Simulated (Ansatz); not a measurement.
# F2H4OW: the cost of one run

All numbers below are computed with Ansatz 0.2.0 (RKS PBE-D4/def2-SVP).

1 further run of the same task is left out (it didn't finish).

## (1) The structure to begin with

Bond lengths: W1–O2 1.940 Å, O2–H3 1.010 Å, W1–F4 1.850 Å, W1–H5 1.720 Å, W1–H6 1.720 Å, W1–F7 1.850 Å, W1–H8 1.720 Å. Angles (14 of 16 angles, heavy atoms first): O2–W1–F4 90.0°, O2–W1–F7 90.0°, F4–W1–F7 90.0°, W1–O2–H3 109.5°, O2–W1–H5 90.0°, O2–W1–H6 90.0°, O2–W1–H8 180.0°, F4–W1–H5 90.0°, F4–W1–H6 180.0°, F4–W1–H8 90.0°, H5–W1–F7 180.0°, H6–W1–F7 90.0°, F7–W1–H8 90.0°, H5–W1–H6 90.0°.

Coordinates:

```xyz
8

W     0.0000    0.0000    0.0000
O     0.0000    0.0000    1.9400
H    -0.9095   -0.2814    2.2771
F     1.8500    0.0000    0.0000
H     0.0000    1.7200    0.0000
H    -1.7200    0.0000    0.0000
F     0.0000   -1.8500    0.0000
H     0.0000    0.0000   -1.7200
```

## (2) Preparing the start

The input, input.yaml:

```yaml
crystal:
  periodic: [false, false, false]
  atoms:
    - { symbol: W, position_ang: [0.0, 0.0, 0.0] }
    - { symbol: O, position_ang: [0.0, 0.0, 1.94] }
    - { symbol: H, position_ang: [-0.9095, -0.2814, 2.2771] }
    - { symbol: F, position_ang: [1.85, 0.0, 0.0] }
    - { symbol: H, position_ang: [0.0, 1.72, 0.0] }
    - { symbol: H, position_ang: [-1.72, 0.0, 0.0] }
    - { symbol: F, position_ang: [0.0, -1.85, 0.0] }
    - { symbol: H, position_ang: [0.0, 0.0, -1.72] }
basis:
  gaussian: { orbitals: def2-SVP }
hamiltonian:
  xc: pbe
  dispersion: d4
relax:
  f_tol: 0.02
  max_steps: 40
```

On the command line:

```sh
ansatz run input.yaml --threads 1 --pin off --max-ram 2048MiB --backend cpu --events-out ev --progress --plain --runs-dir out
```

Q: Estimate wall time and peak memory on 1 thread of Intel Xeon at 2.50GHz (Skylake/Cascade Lake), shared host.

About 78 s, with a peak of 0.14 GiB.
